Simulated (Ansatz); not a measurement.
# C2H3BO2: the cost of one run

All numbers are computed with the Python package of Ansatz 0.2.0. Level of theory: PBE/def2-SVP.

### Step 1. The structure

Bond lengths: B1–O2 1.411 Å, O2–C3 1.388 Å, C3–C4 1.228 Å, B1–O5 1.473 Å, C4–O5 1.429 Å, B1–H6 1.255 Å, C3–H7 1.132 Å, C4–H8 1.084 Å. Angles: B1–O2–C3 101.7°, O2–B1–O5 111.1°, O2–B1–H6 126.2°, O5–B1–H6 122.6°, O2–C3–C4 114.8°, O2–C3–H7 120.5°, C4–C3–H7 124.7°, C3–C4–O5 113.4°, C3–C4–H8 127.5°, O5–C4–H8 119.1°, B1–O5–C4 99.0°.

c2h3bo2.xyz, read by the script:

```xyz
8

B    -0.46130    1.22270    0.09230
O     0.90290    0.87910    0.20590
C     0.86160   -0.49820    0.03500
C    -0.26060   -0.96030   -0.15550
O    -1.28810    0.03250   -0.16980
H    -0.94230    2.38010    0.15140
H     1.81010   -1.11300    0.08980
H    -0.53020   -2.00000   -0.30500
```

### Step 2. The script

opt_c2h3bo2.py reads:

```python
# -*- coding: utf-8 -*-
import argparse

import ansatz as az
import numpy as np

parser = argparse.ArgumentParser(description="Geometry optimisation of C2H3BO2.")
parser.add_argument("--basis", required=True, help="basis")
parser.add_argument("--xc", default="pbe", help="exchange-correlation functional")
args = parser.parse_args()


def main():
    geometry = az.Crystal.molecule_from_extxyz("c2h3bo2.xyz")

    model = geometry.calculation().basis(gaussian=args.basis).functional(args.xc)
    symbols = [site.symbol for site in geometry.cartesian_sites]
    start = np.array([site.position_ang for site in geometry.cartesian_sites], dtype=float)
    summary = model.relax(force_tolerance=0.01).run(threads=1, backend="cpu").report
    end = np.array(summary["positions_ang"])

    print("reference energy %16.6f eV" % summary["reference_energy_ev"])
    print("total energy     %16.6f eV" % summary["free_energy_ev"])
    print("occupied (up, down):", summary["n_occupied"], " virtual:", summary["n_virtual"], " frozen:", summary["n_frozen"])

    print("bond        before    after (A)")
    for i, j in [(0, 1), (0, 4), (0, 5), (1, 2), (2, 3), (2, 6), (3, 4), (3, 7)]:
        d0, d1 = (np.linalg.norm(xyz[i] - xyz[j]) for xyz in (start, end))
        print(f"{symbols[i]}{i}-{symbols[j]}{j}".ljust(10), f"{d0:8.4f} {d1:8.4f}")

    charges = summary["charge_distribution"]
    dipole = np.array(charges["dipole_moment_e_ang"]) * 4.803205
    print("dipole (D): {:.3f} {:.3f} {:.3f}, length {:.3f}".format(*dipole, np.linalg.norm(dipole)))
    print("atom  Mulliken   Lowdin")
    for symbol, m, l in zip(symbols, charges["mulliken_charges_e"], charges["lowdin_charges_e"]):
        print(f"{symbol:4s} {m:9.3f} {l:8.3f}")
    with open("c2h3bo2_opt.xyz", "w") as handle:
        handle.write(f"{len(symbols)}\nrelaxed C2H3BO2\n")
        handle.writelines(f"{s:2s} {x:11.6f} {y:11.6f} {z:11.6f}\n" for s, (x, y, z) in zip(symbols, end))


if __name__ == "__main__":
    main()
```

### Step 3. The input behind the calls

The package turns the script's settings into the engine's input:

```yaml
crystal:
  periodic: [false, false, false]
  atoms:
    - { symbol: B, position_ang: [-0.4613, 1.2227, 0.0923] }
    - { symbol: O, position_ang: [0.9029, 0.8791, 0.2059] }
    - { symbol: C, position_ang: [0.8616, -0.4982, 0.035] }
    - { symbol: C, position_ang: [-0.2606, -0.9603, -0.1555] }
    - { symbol: O, position_ang: [-1.2881, 0.0325, -0.1698] }
    - { symbol: H, position_ang: [-0.9423, 2.3801, 0.1514] }
    - { symbol: H, position_ang: [1.8101, -1.113, 0.0898] }
    - { symbol: H, position_ang: [-0.5302, -2.0, -0.305] }
basis:
  gaussian:
    orbitals: def2-SVP
hamiltonian:
  xc: pbe
relax:
  f_tol: 0.01
```

### Step 4. Running it

Run with:

```bash
> python opt_c2h3bo2.py --basis def2-SVP
```

What time and memory should one allow on 1 thread of Intel Xeon Platinum 8375C at 2.90GHz (Ice Lake), shared host?

About 14 s, with a peak of 0.2 GiB.
